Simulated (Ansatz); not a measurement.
# C2H7BFN: how energies converge with the basis set

The task here is to estimate one member of a computed series from the others.

Computed with Ansatz 0.2.0, Gaussian basis. Level: one geometry, several basis sets.

Levels to be run: PBE0-D4/def2-SVP; ωB97M-V/def2-SVP; PBE0-D4/def2-QZVPP; ωB97M-V/def2-QZVPP; the functionals' def2-TZVPP values are taken from earlier runs.

### Structure used throughout

The geometry comes from an earlier relaxation with PBE0-D4 in a triple-zeta def2 set; it is a stationary point, not always the lowest conformer.

SMILES `CN(C)BF`, 12 atoms, charge 0, spin multiplicity 1.

Atoms are counted from 1 here; the program's logs count them from 0.

Bond lengths: C1–N2 1.442 Å, C1–H6 1.096 Å, C1–H7 1.090 Å, C1–H8 1.096 Å, N2–C3 1.444 Å, N2–B4 1.390 Å, C3–H9 1.096 Å, C3–H10 1.096 Å, C3–H11 1.089 Å, B4–F5 1.341 Å, B4–H12 1.197 Å. Angles: N2–C1–H6 111.0°, N2–C1–H7 109.9°, N2–C1–H8 111.0°, H6–C1–H7 108.5°, H6–C1–H8 107.7°, H7–C1–H8 108.5°, C1–N2–C3 114.5°, C1–N2–B4 122.2°, C3–N2–B4 123.3°, N2–C3–H9 110.8°, N2–C3–H10 110.8°, N2–C3–H11 110.1°, H9–C3–H10 107.7°, H9–C3–H11 108.7°, H10–C3–H11 108.7°, N2–B4–F5 120.0°, N2–B4–H12 121.3°, F5–B4–H12 118.7°.

Geometry (Å):

```
atom     x (Å)     y (Å)     z (Å)
  C1  -0.78782   1.08854   0.18444
  N2   0.14910   0.02647  -0.08425
  C3  -0.23876  -1.26117   0.44123
  B4   1.32621   0.23926  -0.79311
  F5   2.16669  -0.78133  -1.01790
  H6  -0.92540   1.22840   1.26303
  H7  -0.42303   2.02267  -0.24183
  H8  -1.76924   0.86703  -0.25102
  H9  -0.35046  -1.21970   1.53074
 H10  -1.19818  -1.58130   0.01905
 H11   0.51552  -2.00706   0.19668
 H12   1.61216   1.32309  -1.21307
```

The first run:

in.yaml

```yaml
crystal:
  periodic: [false, false, false]
  atoms:
    - {symbol: C, position_ang: [-0.787818, 1.088536, 0.184436]}
    - {symbol: N, position_ang: [0.149100, 0.026473, -0.084248]}
    - {symbol: C, position_ang: [-0.238758, -1.261172, 0.441233]}
    - {symbol: B, position_ang: [1.326209, 0.239258, -0.793109]}
    - {symbol: F, position_ang: [2.166693, -0.781327, -1.017897]}
    - {symbol: H, position_ang: [-0.925399, 1.228399, 1.263029]}
    - {symbol: H, position_ang: [-0.423028, 2.022669, -0.241831]}
    - {symbol: H, position_ang: [-1.769243, 0.867034, -0.251025]}
    - {symbol: H, position_ang: [-0.350460, -1.219701, 1.530744]}
    - {symbol: H, position_ang: [-1.198177, -1.581299, 0.019053]}
    - {symbol: H, position_ang: [0.515517, -2.007061, 0.196679]}
    - {symbol: H, position_ang: [1.612163, 1.323093, -1.213065]}
basis:
  gaussian: {orbitals: def2-SVP}
hamiltonian: {xc: pbe0, dispersion: d4}
output: {orbitals: {seedname: orbitals}}
```

Steps of the session up to this table: PBE0-D4 in def2-SVP; ωB97M-V in def2-SVP; PBE0-D4 in def2-QZVPP; ωB97M-V in def2-QZVPP.

One table of the session follows, with a row left open; its other results are not shown here.

It belongs to the step «Functionals by basis». 

| functional | basis | HOMO (eV) | LUMO (eV) |
| --- | --- | --- | --- |
| PBE0-D4 | def2-SVP | ? | ? |
| PBE0-D4 | def2-TZVPP | -7.32 | 0.79 |
| PBE0-D4 | def2-QZVPP | -7.34 | 0.59 |
| ωB97M-V | def2-SVP | -9.53 | 3.19 |
| ωB97M-V | def2-TZVPP | -9.62 | 2.38 |
| ωB97M-V | def2-QZVPP | -9.64 | 1.77 |

**Question.** Estimate the row for PBE0-D4, def2-SVP.

As computed: HOMO (eV): -7.24; LUMO (eV): 1.18. In the column «HOMO (eV)» it is the highest.
